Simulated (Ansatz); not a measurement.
# CH₇AlO₂Si: how energies converge with the basis set

One table from this session's results is given with a row withheld; the runs are named, their logs left out.

The runs use Ansatz 0.2.0, Gaussian basis; one geometry, several basis sets.

Levels to be run: PBE0-D4/def2-SVP; ωB97M-V/def2-SVP; PBE0-D4/def2-QZVPP; ωB97M-V/def2-QZVPP; the functionals' def2-TZVPP values are taken from earlier runs.

**Structure used throughout**

All runs share one geometry, relaxed beforehand with PBE0-D4 in a triple-zeta def2 set.

SMILES `[CH3][Al]([OH])[O][SiH3]`, 12 atoms, charge 0, spin multiplicity 1.

Atoms are counted from 1 here; the program's logs count them from 0.

Bond lengths: C1–Al2 1.933 Å, C1–H6 1.092 Å, C1–H7 1.094 Å, C1–H8 1.094 Å, Al2–O3 1.693 Å, Al2–O4 1.687 Å, O3–H9 0.956 Å, O4–Si5 1.620 Å, Si5–H10 1.488 Å, Si5–H11 1.488 Å, Si5–H12 1.489 Å. Angles: Al2–C1–H6 111.6°, Al2–C1–H7 110.9°, Al2–C1–H8 111.1°, H6–C1–H7 107.9°, H6–C1–H8 108.3°, H7–C1–H8 106.7°, C1–Al2–O3 119.5°, C1–Al2–O4 121.5°, O3–Al2–O4 119.0°, Al2–O3–H9 123.2°, Al2–O4–Si5 173.1°, O4–Si5–H10 110.2°, O4–Si5–H11 110.3°, O4–Si5–H12 110.7°, H10–Si5–H11 108.6°, H10–Si5–H12 108.5°, H11–Si5–H12 108.4°.

The first run:

File in.yaml:

```yaml
crystal:
  periodic: [false, false, false]
  atoms:
    - {symbol: C, position_ang: [2.025312, 0.990444, -0.276739]}
    - {symbol: Al, position_ang: [0.652259, 0.063832, 0.719422]}
    - {symbol: O, position_ang: [0.916764, -0.317034, 2.347971]}
    - {symbol: O, position_ang: [-0.808697, -0.380768, 0.002478]}
    - {symbol: Si, position_ang: [-2.150317, -0.710650, -0.842546]}
    - {symbol: H, position_ang: [2.856269, 1.289035, 0.365191]}
    - {symbol: H, position_ang: [2.425401, 0.355071, -1.072476]}
    - {symbol: H, position_ang: [1.625417, 1.886011, -0.760407]}
    - {symbol: H, position_ang: [0.277018, -0.776847, 2.888824]}
    - {symbol: H, position_ang: [-2.040204, -2.050290, -1.481083]}
    - {symbol: H, position_ang: [-3.339014, -0.709046, 0.052960]}
    - {symbol: H, position_ang: [-2.363209, 0.305241, -1.909695]}
basis:
  gaussian: {orbitals: def2-SVP}
hamiltonian: {xc: pbe0, dispersion: d4}
output: {orbitals: {seedname: orbitals}}
```

Run with:

```bash
> ansatz run in.yaml --threads 4 --pin off --events-out ev --progress --plain --max-ram 10444MiB
```

Steps of the session up to this table: PBE0-D4 in def2-SVP; ωB97M-V in def2-SVP; PBE0-D4 in def2-QZVPP; ωB97M-V in def2-QZVPP.

One of the session's tables, all rows but one given; the rest of the session is left out.

| functional | basis | HOMO (eV) |
| --- | --- | --- |
| PBE0-D4 | def2-SVP | -8.29 |
| PBE0-D4 | def2-TZVPP | -8.40 |
| PBE0-D4 | def2-QZVPP | -8.42 |
| ωB97M-V | def2-SVP | -10.56 |
| ωB97M-V | def2-TZVPP | ? |
| ωB97M-V | def2-QZVPP | -10.72 |

**Question.** Estimate the row for ωB97M-V, def2-TZVPP.

As computed: HOMO (eV): -10.70. In the column «HOMO (eV)» it lies between ωB97M-V, def2-QZVPP (-10.72) and ωB97M-V, def2-SVP (-10.56).
